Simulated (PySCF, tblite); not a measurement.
# C3H6FSi radical: geometry, infrared bands and EPR parameters

What infrared bands and EPR parameters should C3H6FSi radical (`[H]/[C]=C\C[SiH2]F`) show?

The runs use tblite 0.8.0 and PySCF 2.14.0, with density-fitted response routines of our own; the level of theory stands in each step. All values are computed, except where a source is named. Atoms are numbered from 0 throughout.

## (1) Starting geometry

11 atoms, charge 0, multiplicity 2; geometry from: force field or distance geometry start.

Bonds of the start (Å): C0–C1 1.36, C1–C2 1.50, C2–Si3 1.87, Si3–F4 1.65, C0–H5 1.09, C1–H6 1.07, C2–H7 1.09, C2–H8 1.11, Si3–H9 1.48, Si3–H10 1.48.

## (2) Geometry optimisation with GFN2-xTB

What the job is given:

```
{"job": {"kind": "relax", "xc": "GFN2-xTB", "basis": "xTB"}, "charge": 0, "multiplicity": 2}
C      1.888600     0.400400     1.056600
C      1.117900     0.709700    -0.023100
C      0.300000    -0.411000    -0.602200
Si    -1.441900    -0.087600    -0.003500
F     -2.604000    -0.092800    -1.175700
H      1.811700    -0.634600     1.395100
H      1.095400     1.689200    -0.449000
H      0.746700    -1.329500    -0.227000
H      0.387900    -0.316300    -1.706700
H     -1.769500    -1.127300     0.994200
H     -1.527500     1.202500     0.715200
```

The run is started by

```
OMP_NUM_THREADS=1 python probes_run.py task.json out
```

The driver reads the jobs from task.json and runs them one after another.

**Question.** This job is followed by: GFN2-xTB harmonic vibrations, gas phase; UKS B3LYP, pcH-1 on C F H Si, non-relativistic, mean-field spin-orbit, GIAO. What will the session give for the following? strongest single infrared mode (GFN2-xTB); zero-point energy (GFN2-xTB); g(iso) (B3LYP); ⟨S²⟩; largest a(iso) (averaged by class); surface potential, 1st and 99th percentile.

As calculated:

| quantity | value |
| --- | --- |
| strongest single infrared mode (GFN2-xTB) | 2326 cm⁻¹, 366 km/mol |
| zero-point energy (GFN2-xTB) | 46.4 kcal/mol |
| g(iso) (B3LYP) | 2.00220 |
| ⟨S²⟩ | 0.759 (exact 0.75) |
| largest a(iso) (averaged by class) | 13C on C0, 316.0 MHz |
| surface potential, 1st and 99th percentile | -1.11 V and 1.49 V |

Relaxing lowered the energy by 0.600 eV in 96 steps; the close pair that moved most is C0–C1, from 1.362 to 1.290 Å. All 27 modes are real, so the xTB geometry is a minimum. The strongest single mode, at 2326 cm⁻¹, moves mainly H10. Unscaled tight-binding wavenumbers are off by several per cent, some by more. Its intensities can rank the bands wrongly. Most of the unpaired spin sits on C0 (1.04 e). The isotropic g lies 0.1 ppt below the free-electron value.
